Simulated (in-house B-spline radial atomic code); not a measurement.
# Os⁺: a fraction of an electron moved 5p → 5d

Aim: the energy of Os⁺ as a fraction of an electron is moved 5p → 5d, to see how far it bends away from a straight line.

Method: scalar-relativistic (spin-free one-electron X2C) OLYP, spin-polarised, spherical fractional occupations, Fermi nucleus, basis-set limit. Code: in-house B-spline radial atomic code version 1.

### 1 What is computed

| Quantity | Value |
| --- | --- |
| element | osmium (Z = 76) |
| charge | +1 |
| electrons | 75 |
| configuration | [Xe] 4f14 5d6 6s1 |
| Hamiltonian | scalar-relativistic (X2C) |
| nucleus | Fermi, rms radius 5.413 fm |

Outer shells as boxes (Hund's rule):

[Xe] 4f14 5d6 6s1
```
[Xe] core
4f [↑↓][↑↓][↑↓][↑↓][↑↓][↑↓][↑↓]
5d [↑↓][↑ ][↑ ][↑ ][↑ ]
6s [↑ ]
```

Where spins are not typed, each open shell is filled with up spins first.

### 2 The start, at fraction 0

Settings of the run:

```ini
Z = 76
electrons = 75.0
configuration = [Xe] 4f14 5d6 6s1
hamiltonian = x2c
method = optx,lyp
spin_polarised = True
nucleus = fermi
rms_radius = 5.4126
mass_number = 192
atomic_mass = 191.961478765
speed_of_light = 137.035999084
```

### 3 0.125 electron moved 5p → 5d

Settings: those of step 2 with these lines changed.

```diff
@@ -2,3 +2,3 @@
 electrons = 75.0
-configuration = [Xe] 4f14 5d6 6s1
+configuration = [Kr] 4d10 4f14 5s2 5p5.875 5d6.125 6s1
 hamiltonian = x2c
```

### 4 0.25 electron moved 5p → 5d

Settings: those of step 3 with these lines changed.

```diff
@@ -2,3 +2,3 @@
 electrons = 75.0
-configuration = [Kr] 4d10 4f14 5s2 5p5.875 5d6.125 6s1
+configuration = [Kr] 4d10 4f14 5s2 5p5.75 5d6.25 6s1
 hamiltonian = x2c
```

### 5 0.375 electron moved 5p → 5d

Settings: those of step 4 with these lines changed.

```diff
@@ -2,3 +2,3 @@
 electrons = 75.0
-configuration = [Kr] 4d10 4f14 5s2 5p5.75 5d6.25 6s1
+configuration = [Kr] 4d10 4f14 5s2 5p5.625 5d6.375 6s1
 hamiltonian = x2c
```

### 6 0.5 electron moved 5p → 5d

Settings: those of step 5 with these lines changed.

```diff
@@ -2,3 +2,3 @@
 electrons = 75.0
-configuration = [Kr] 4d10 4f14 5s2 5p5.625 5d6.375 6s1
+configuration = [Kr] 4d10 4f14 5s2 5p5.5 5d6.5 6s1
 hamiltonian = x2c
```

### 7 0.625 electron moved 5p → 5d

Settings: those of step 6 with these lines changed.

```diff
@@ -2,3 +2,3 @@
 electrons = 75.0
-configuration = [Kr] 4d10 4f14 5s2 5p5.5 5d6.5 6s1
+configuration = [Kr] 4d10 4f14 5s2 5p5.375 5d6.625 6s1
 hamiltonian = x2c
```

### 8 0.75 electron moved 5p → 5d

Settings: those of step 7 with these lines changed.

```diff
@@ -2,3 +2,3 @@
 electrons = 75.0
-configuration = [Kr] 4d10 4f14 5s2 5p5.375 5d6.625 6s1
+configuration = [Kr] 4d10 4f14 5s2 5p5.25 5d6.75 6s1
 hamiltonian = x2c
```

### 9 0.875 electron moved 5p → 5d

Settings: those of step 8 with these lines changed.

```diff
@@ -2,3 +2,3 @@
 electrons = 75.0
-configuration = [Kr] 4d10 4f14 5s2 5p5.25 5d6.75 6s1
+configuration = [Kr] 4d10 4f14 5s2 5p5.125 5d6.875 6s1
 hamiltonian = x2c
```

### 10 1 electron moved 5p → 5d

Settings: those of step 9 with these lines changed.

```diff
@@ -2,3 +2,3 @@
 electrons = 75.0
-configuration = [Kr] 4d10 4f14 5s2 5p5.125 5d6.875 6s1
+configuration = [Kr] 4d10 4f14 5s2 5p5 5d7 6s1
 hamiltonian = x2c
```

Before running: How does the energy change with the fraction, and which way and how far does it bend from the straight line between the ends?

The runs gave:

| fraction | energy change (eV) | less the straight line (eV) | level 5p down (eV) | level 5d down (eV) | sum of <r²> (bohr²) |
| --- | --- | --- | --- | --- | --- |
| 0 | 0.0000 | 0.0000 | -57.612 | -12.039 | 52.132 |
| 0.125 | 5.7010 | -0.0257 | -57.804 | -12.162 | 52.206 |
| 0.25 | 11.4104 | -0.0431 | -57.995 | -12.288 | 52.278 |
| 0.375 | 17.1275 | -0.0527 | -58.183 | -12.417 | 52.349 |
| 0.5 | 22.8519 | -0.0550 | -58.370 | -12.548 | 52.417 |
| 0.625 | 28.5830 | -0.0506 | -58.556 | -12.680 | 52.484 |
| 0.75 | 34.3206 | -0.0397 | -58.739 | -12.814 | 52.549 |
| 0.875 | 40.0643 | -0.0228 | -58.922 | -12.948 | 52.614 |
| 1 | 45.8138 | 0.0000 | -59.102 | -13.083 | 52.677 |

**Reading.** From fraction 0 to 1 the energy changes by 45.814 eV. It sags under the straight line by up to 0.06 eV (at 0.5). Slater's transition state, the slope from the orbital energies at fraction 0.5 (Janak's theorem), gives 45.823 eV for the whole step.
